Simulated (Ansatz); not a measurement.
# BrClH3InO2: the cost of one run

Method: RHF/def2-SVP, in Ansatz 0.2.0.

**1. The starting structure**

Bond lengths: In1–Cl2 2.790 Å, In1–O3 1.990 Å, O3–H4 1.010 Å, In1–O5 1.990 Å, O5–H6 1.010 Å, In1–Br7 2.920 Å. Angles: Cl2–In1–O3 120.0°, Cl2–In1–O5 120.0°, Cl2–In1–Br7 71.6°, O3–In1–O5 120.0°, O3–In1–Br7 96.8°, O5–In1–Br7 101.3°, In1–O3–H4 109.5°, In1–O5–H6 109.5°.

Structure file:

```xyz
8

In    0.0000    0.0000    0.0000
Cl    0.0000    0.0000    2.7900
O     1.7233    0.0000   -0.9950
H     2.0232   -0.9519   -1.1499
O    -1.7233    0.0000   -0.9950
H    -2.2330   -0.8467   -0.7865
Br    0.1309    2.7679    0.9207
H     0.0733    1.5513    2.2852
```

**2. A restrained relaxation towards end A**

Springs on the bonds that form and break draw the guess towards this end; the thresholds are loose.

Contents of input.yaml:

```yaml
crystal:
  periodic: [false, false, false]
  atoms:
    - { symbol: In, position_ang: [0.0, 0.0, 0.0] }
    - { symbol: Cl, position_ang: [0.0, 0.0, 2.79] }
    - { symbol: O, position_ang: [1.7233, 0.0, -0.995] }
    - { symbol: H, position_ang: [2.0232, -0.9519, -1.1499] }
    - { symbol: O, position_ang: [-1.7233, 0.0, -0.995] }
    - { symbol: H, position_ang: [-2.233, -0.8467, -0.7865] }
    - { symbol: Br, position_ang: [0.1309, 2.7679, 0.9207] }
    - { symbol: H, position_ang: [0.0733, 1.5513, 2.2852] }
basis:
  gaussian: { orbitals: def2-SVP }
hamiltonian:
  xc: hf
relax:
  f_tol: 0.15
  max_steps: 25
  restrain:
    - { distance: [0, 6], at: 3.82, k: 30.0 }
    - { distance: [7, 1], at: 2.57, k: 30.0 }
    - { distance: [0, 1], at: 2.44, k: 30.0 }
    - { distance: [7, 6], at: 1.55, k: 30.0 }
```

Launch:

```sh
ansatz run input.yaml --threads 2 --pin off --max-ram 3072MiB --backend cpu --events-out ev --progress --plain --runs-dir out
```

What time and memory should one allow on 2 threads of Arm Neoverse V1, shared host?

About 40 s, with a peak of 0.32 GiB.
